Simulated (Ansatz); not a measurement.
# B3H3O3: up Jacob's ladder to CCSD(T)

How much do the methods differ for B3H3O3? The plan is to run it at one geometry with functionals of several rungs and with coupled cluster, and see how far each lands from CCSD(T) at the basis-set limit for the atomisation energy.

The runs use Ansatz 0.2.0, Gaussian basis; functionals in def2-TZVPP, the program's frozen cores in correlated methods.

Plan: LDA (SPW92), PBE-D4, revPBE-D4, BLYP-D4, r2SCAN-D4, B97M-V, PBE0-D4, B3LYP-D4, r2SCANh-D4, r2SCAN0-D4, HSE06-D4, BHLYP-D4, CAM-B3LYP-D4, LC-ωPBE, ωB97X-V, ωB97M-V, B2PLYP, PBE-QIDH; CCSD(T)/def2-SVP; CCSD(T)/def2-TZVPP; MP2/def2-QZVPP; extrapolation to the limit; RPA on PBE.

## 1. The geometry

An earlier PBE0-D4 in a triple-zeta def2 set relaxation fixed the geometry.

SMILES `B1OBOBO1`, 9 atoms, charge 0, spin multiplicity 1.

Atoms are counted from 1 here; the program's logs count them from 0.

Bond lengths: B1–O2 1.372 Å, B1–O6 1.372 Å, B1–H7 1.190 Å, O2–B3 1.372 Å, B3–O4 1.372 Å, B3–H8 1.190 Å, O4–B5 1.372 Å, B5–O6 1.372 Å, B5–H9 1.190 Å. Angles: O2–B1–O6 119.7°, O2–B1–H7 120.2°, O6–B1–H7 120.2°, B1–O2–B3 120.3°, O2–B3–O4 119.7°, O2–B3–H8 120.2°, O4–B3–H8 120.2°, B3–O4–B5 120.3°, O4–B5–O6 119.7°, O4–B5–H9 120.2°, O6–B5–H9 120.2°, B1–O6–B5 120.3°.

## 2. LDA

This LDA is Slater exchange with PW92 correlation.

File in.yaml:

```yaml
crystal:
  periodic: [false, false, false]
  atoms:
    - {symbol: B, position_ang: [1.301639, 0.115834, -0.424664]}
    - {symbol: O, position_ang: [0.612786, -1.053495, -0.624828]}
    - {symbol: B, position_ang: [-0.686877, -1.172741, -0.202251]}
    - {symbol: O, position_ang: [-1.297430, -0.115439, 0.423230]}
    - {symbol: B, position_ang: [-0.614765, 1.056905, 0.626925]}
    - {symbol: O, position_ang: [0.684640, 1.168930, 0.201589]}
    - {symbol: H, position_ang: [2.429291, 0.216204, -0.792630]}
    - {symbol: H, position_ang: [-1.281946, -2.188743, -0.377475]}
    - {symbol: H, position_ang: [-1.147348, 1.972536, 1.170107]}
basis:
  gaussian: {orbitals: def2-TZVPP}
hamiltonian: {xc: lda}
output: {orbitals: {seedname: orbitals}}
```

Further steps of the session: PBE-D4 (GGA); revPBE-D4 (GGA); BLYP-D4 (GGA); r2SCAN-D4 (meta-GGA); B97M-V (meta-GGA); PBE0-D4 (hybrid); B3LYP-D4 (hybrid); r2SCANh-D4 (hybrid); r2SCAN0-D4 (hybrid); HSE06-D4 (hybrid); BHLYP-D4 (hybrid); CAM-B3LYP-D4 (range-separated); LC-ωPBE-D4 (range-separated); ωB97X-V (range-separated); ωB97M-V (range-separated); B2PLYP (double hybrid); PBE-QIDH (double hybrid); CCSD(T) in def2-SVP; CCSD(T) in def2-TZVPP; MP2 in def2-QZVPP; RPA on PBE orbitals.

**Question.** What will the summary of the whole plan be? Wanted: atomisation energy, CCSD(T)/CBS; farthest beyond LDA; mean size of error, GGA; mean size of error, meta-GGA; mean size of error, hybrid; mean size of error, range-separated; mean size of error, double hybrid; gap, smallest and largest; T1 diagnostic.

As calculated:

| quantity | value |
| --- | --- |
| atomisation energy, CCSD(T)/CBS | 45.241 eV |
| functionals within 0.226 eV (0.5 %) | revPBE-D4, B3LYP-D4, ωB97X-V, B2PLYP, PBE-QIDH |
| farthest beyond LDA | PBE-D4 (+1.211 eV) |
| mean size of error, GGA | 0.566 eV |
| mean size of error, meta-GGA | 0.501 eV |
| mean size of error, hybrid | 0.404 eV |
| mean size of error, range-separated | 0.417 eV |
| mean size of error, double hybrid | 0.065 eV |
| gap, smallest and largest | 6.16 eV (LDA (SPW92)), 14.21 eV (LC-ωPBE) |
| T1 diagnostic | 0.0145 |
| triples share of the correlation energy | 3.7 % |

What this shows: The LDA atomisation energy is off by 6.992 eV (15 %): it overbinds. PBE-D4 is off by +1.211 eV. Double hybrids carry the basis error of their MP2 part in triple zeta, and no dispersion term here, so their miss is partly the set-up's. Taken by rung, double hybrid functionals do best (0.065 eV on average) and GGA ones worst beyond LDA (0.566 eV). Misses under about 0.226 eV are within the doubt on the reference itself, which lacks core-valence correlation, relativity and higher excitations. Hartree-Fock recovers 77 % of the binding; the rest is correlation. CCSD(T) in def2-SVP is off by -1.606 eV, more than most functionals: a good method in a small basis is no reference. The gap grows from 6.2 to 14.2 eV across the functionals, mostly with the share of exact exchange.
